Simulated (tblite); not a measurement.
# GFN2-xTB run of CH6GeN− (SMILES C[NH][GeH2-])

Wanted: a geometry optimisation of CH6GeN−. 

The calculation is run with tblite 0.8.0.

13 further runs of the same task are left out: 8 that didn't finish, 5 set aside as unsound or not needed.

**1. The structure to begin with**

CH6GeN− has 9 atoms, charge -1, and is taken as a singlet. As SMILES, `C[NH][GeH2-]`. Geometry: a GFN2-xTB relaxation, a rough one for these elements and not checked as a minimum. This is one conformer, not always the lowest. The run starts from this shape.

Bond lengths: C1–N2 1.435 Å, N2–Ge3 1.952 Å, C1–H4 1.105 Å, C1–H5 1.095 Å, C1–H6 1.104 Å, N2–H7 1.014 Å, Ge3–H8 1.778 Å. Angles: C1–N2–Ge3 113.7°, C1–N2–H7 109.0°, Ge3–N2–H7 108.5°, N2–C1–H4 111.6°, N2–C1–H5 108.7°, N2–C1–H6 114.5°, N2–Ge3–H8 91.3°, H4–C1–H5 107.6°, H4–C1–H6 107.3°, H5–C1–H6 106.9°. A long bond or contact: Ge3–H9 1.971 Å.

**2. A geometry optimisation at GFN2-xTB**

start.xyz

```xyz
9

C     -0.504730     0.917750    -0.655420
N      0.222250    -0.318670    -0.629430
Ge     1.406050    -0.500510     0.912480
H     -1.080590     1.032000    -1.591990
H      0.209570     1.745990    -0.603230
H     -1.211400     1.050330     0.182630
H     -0.437460    -1.088380    -0.621780
H      1.424070    -2.270590     0.742940
H     -0.027760    -0.567900     2.263800
```

run.py

```python
import json
import numpy as np
from tblite.interface import Calculator
from tblite.interface import symbols_to_numbers
from scipy.optimize import minimize

symbols = list(map(str, np.loadtxt("start.xyz", skiprows=2, usecols=0, dtype=str, ndmin=1)))
numbers = np.array(symbols_to_numbers(symbols))
positions = np.loadtxt("start.xyz", skiprows=2, usecols=(1, 2, 3), ndmin=2) / 0.529177210903

xtb = Calculator("GFN2-xTB", numbers, positions, charge=-1, uhf=0)
xtb.set("verbosity", 0)
xtb.set("accuracy", 0.01)
last, frames, energies, grads = [None], [], [], []

def fun(x):
    xtb.update(x.reshape(-1, 3))
    last[0] = xtb.singlepoint(last[0])
    return float(last[0].get('energy')), last[0].get('gradient').ravel()

def show(x):
    e, g = fun(x)
    frames.append(x.reshape(-1, 3).tolist())
    energies.append(e)
    grads.append(g.reshape(-1, 3).tolist())
    print(f"{len(energies) - 1:4d} {e:16.9f} {np.abs(g).max():12.3e} {np.linalg.norm(g):12.3e}")

print("step      energy/Eh       max grad     grad norm")
show(positions.ravel())
opt = minimize(fun, positions.ravel(), jac=True, method="BFGS", callback=show, options={"gtol": 3e-05, "maxiter": 500})
print("converged:", opt.success, "-", opt.message)
fun(opt.x)
res = last[0]
final = opt.x.reshape(-1, 3)
print("final geometry (angstrom)")
for s, p in zip(symbols, final * 0.529177210903):
    print(f"{s:<2} {p[0]:12.6f} {p[1]:12.6f} {p[2]:12.6f}")
print(f"total energy: {res.get('energy') * 27.211386:.8f} eV")
eps = np.atleast_2d(res.get("orbital-energies")) * 27.211386
occ = np.atleast_2d(res.get("orbital-occupations"))
filled = occ.sum(axis=0) if eps.shape[0] == 1 else occ[0]
homo = np.nonzero(filled > 0.5)[0].max()
print(f"HOMO {eps[0, homo]:.4f} eV")
if homo + 1 < eps.shape[1]:
    print(f"LUMO {eps[0, homo + 1]:.4f} eV, gap {eps[0, homo + 1] - eps[0, homo]:.4f} eV")
mu = res.get("dipole") * 2.541746
print(f"Dipole moment: {np.linalg.norm(mu):.4f} D, components " + " ".join(f"{c:.4f}" for c in mu))
q = res.get("charges")
print("Charges:", " ".join(f"{s}{i + 1}={c:+.4f}" for i, (s, c) in enumerate(zip(symbols, q))))
out = {k: np.asarray(res.get(k)).tolist() for k in ("energy", "gradient", "charges", "dipole", "orbital-energies", "orbital-occupations")}
out.update(symbols=symbols, positions=(positions * 0.529177210903).tolist(), final=final.tolist(), frames=frames, step_energies=energies, grads=grads, success=bool(opt.success))
json.dump(out, open("results.json", "w"))
```

Run with:

```sh
$ python run.py
```

**Question.** What will come out? Wanted: total energy at the end; HOMO energy; LUMO energy; HOMO–LUMO gap.

**Answer.** As computed:

At GFN2-xTB:

| quantity | value |
| --- | --- |
| total energy at the end | -10.22811 Eh |
| HOMO energy | -4.07 eV |
| LUMO energy | 0.91 eV |
| HOMO–LUMO gap | 4.99 eV |

In words: At the final geometry: Bond lengths: C1–N2 1.434 Å, N2–Ge3 1.953 Å, C1–H4 1.105 Å, C1–H5 1.095 Å, C1–H6 1.104 Å, N2–H7 1.014 Å, Ge3–H8 1.778 Å. Angles: C1–N2–Ge3 113.6°, C1–N2–H7 108.9°, Ge3–N2–H7 108.5°, N2–C1–H4 111.6°, N2–C1–H5 108.7°, N2–C1–H6 114.4°, N2–Ge3–H8 91.4°, H4–C1–H5 107.6°, H4–C1–H6 107.3°, H5–C1–H6 106.9°. A long bond or contact: Ge3–H9 1.972 Å. The optimisation took 37 steps and changed the energy by -0.000 eV.
